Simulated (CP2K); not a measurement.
# CuF: relaxation of cell and atoms with PBE

The system is CuF.

```
CELL_PARAMETERS angstrom
2.47101 0.00000 0.00000
0.00000 2.47101 0.00000
0.00000 0.00000 3.41650
ATOMIC_POSITIONS crystal
Cu 0.00000 0.00000 0.00000
F 0.50000 0.50000 0.50000
```

The cell was built by a generator and needn't be a form met in nature.

```
Program                  : CP2K 2026.2
Task                     : relaxation of cell and atoms
Functional               : PBE
Potentials or basis      : POTENTIAL_UZH Cu GTH-PBE-q11, F GTH-PBE-q7; DZVP-MOLOPT-PBE-GTH basis
Density cutoff           : 10204 eV
k mesh                   : 8 × 8 × 6
Occupations              : fermi-dirac, width 0.05 eV
Spin                     : no spin polarisation
SCF solver               : diagonalisation with k points
Quickstep method         : GPW
EPS_DEFAULT              : 1.0E-9
EPS_SCF                  : 1.0E-6
MAX_SCF                  : 100
SCF_GUESS                : ATOMIC
Mesh centred on Gamma    : yes
CHOLESKY                 : OFF
EPS_EIGVAL               : 1.0E-7
MIXING METHOD            : BROYDEN_MIXING
MIXING ALPHA             : 0.4
NBUFFER                  : 8
NGRIDS                   : 5
EXTRAPOLATION            : USE_PREV_P
Basis sets               : Cu DZVP-MOLOPT-PBE-GTH-q11, F DZVP-MOLOPT-PBE-GTH-q7
Potentials               : Cu GTH-PBE-q11 of POTENTIAL_UZH, F GTH-PBE-q7 of POTENTIAL_UZH
ADDED_MOS                : [13]
Optimiser                : BFGS
Most steps               : 40
KEEP_SPACE_GROUP         : yes
Force threshold (eV/A)   : 0.03 eV/Å
PRESSURE_TOLERANCE (bar) : 300 bar
Target pressure (GPa)    : 0 GPa
REL_CUTOFF (Ry)          : 60 Ry
MIXING BETA (1/bohr)     : 1.5 1/bohr
CUTOFF of the grids      : 750 Ry
```

The relaxed volume is 11.04 Å³/atom, the relaxed cell is a = 2.806 Å, b = 2.806 Å, c = 2.803 Å, α = 90.00°, β = 90.00°, γ = 90.00° and the space group after relaxing (to 0.05 Å) is Pm-3m (No. 221). The energy gained by relaxing is 104.0 meV/atom. The ionic steps are 17. The pressure after relaxing is 0.0 GPa, the band gap on the k mesh is none (metal or under the smearing width) and the mulliken charges are Cu +0.50; F -0.50 e.

The path:
| step | energy change (eV) | largest force (eV/Å) | volume (Å³) |
| --- | --- | --- | --- |
| 1 | 0.0000 | 0.0000 | 20.86 |
| 2 | -0.0101 | 0.0000 | 20.96 |
| 3 | -0.1100 | 0.0000 | 22.58 |
| 4 | -0.1200 | 0.0000 | 23.04 |
| 5 | -0.1251 | 0.0000 | 23.32 |
| 6 | -0.1325 | 0.0000 | 23.52 |
| 7 | -0.1466 | 0.0000 | 23.65 |
| 8 | -0.1700 | 0.0000 | 23.47 |
| 9 | -0.2024 | 0.0000 | 22.74 |
| 10 | -0.2034 | 0.0000 | 22.17 |
| 11 | -0.2049 | 0.0000 | 22.24 |
| 12 | -0.2054 | 0.0000 | 22.14 |
| 13 | -0.2080 | 0.0655 | 22.06 |
| 14 | -0.2080 | 0.0000 | 22.05 |
| 15 | -0.2080 | 0.0000 | 22.07 |
| 16 | -0.2080 | 0.0000 | 22.08 |
| 17 | -0.2080 | 0.0000 | 22.08 |

Final structure:
```yaml
crystal:
  lattice:
    - [2.80649, 0.00000, 0.00000]
    - [0.00000, 2.80649, 0.00000]
    - [0.00000, 0.00000, 2.80279]
  atoms:
    - { symbol: Cu, position: [0.00000, 0.00000, 0.00000] }
    - { symbol: F, position: [0.50000, 0.50000, 0.50000] }
```

Levels at points of the mesh, in eV from the Fermi level:
| k point | band 5 | band 6 | band 7 | band 8 | band 9 | band 10 | band 11 | band 12 | band 13 | band 14 |
| --- | --- | --- | --- | --- | --- | --- | --- | --- | --- | --- |
| (0.00, 0.00, 0.00) | -2.17 | -1.77 | -1.76 | -0.41 | -0.41 | -0.41 | 16.03 | 16.03 | 16.07 | 22.44 |
| (0.00, 0.00, 0.50) | -1.55 | -0.45 | -0.36 | -0.26 | -0.26 | 3.83 | 4.31 | 16.15 | 16.15 | 21.49 |
| (0.00, 0.50, 0.00) | -1.56 | -0.45 | -0.37 | -0.26 | -0.26 | 3.83 | 4.30 | 16.13 | 16.18 | 21.51 |
| (0.00, 0.50, 0.50) | -1.62 | -1.25 | -0.77 | -0.77 | -0.04 | 4.97 | 7.97 | 7.99 | 18.30 | 20.74 |
| (0.50, 0.00, 0.00) | -1.56 | -0.45 | -0.37 | -0.26 | -0.26 | 3.83 | 4.30 | 16.13 | 16.18 | 21.51 |
| (0.50, 0.00, 0.50) | -1.62 | -1.25 | -0.77 | -0.77 | -0.04 | 4.97 | 7.97 | 7.99 | 18.30 | 20.74 |
| (0.50, 0.50, 0.00) | -1.64 | -1.24 | -0.77 | -0.77 | -0.04 | 4.94 | 7.98 | 7.98 | 18.31 | 20.77 |
| (0.50, 0.50, 0.50) | -0.15 | -0.15 | -0.15 | -0.02 | -0.01 | 6.59 | 6.60 | 6.60 | 17.52 | 18.41 |

Run time: 12 min on 1 thread of Intel(R) Xeon(R) Platinum 8375C CPU @ 2.90GHz (Ice Lake), on a shared host, peak memory 0.38 GiB.

Caveat: Mulliken charges move with the basis; the basis of atomic orbitals isn't converged, which shifts pressures, moduli and gaps; the run has no spin polarisation, though such a crystal can be magnetic; semilocal functionals often make such compounds metallic where correlation or magnetic order opens a gap, which also shifts bond lengths. With open d or f shells a metallic result of PBE can be an artefact of self-interaction; +U or a hybrid may open a gap.
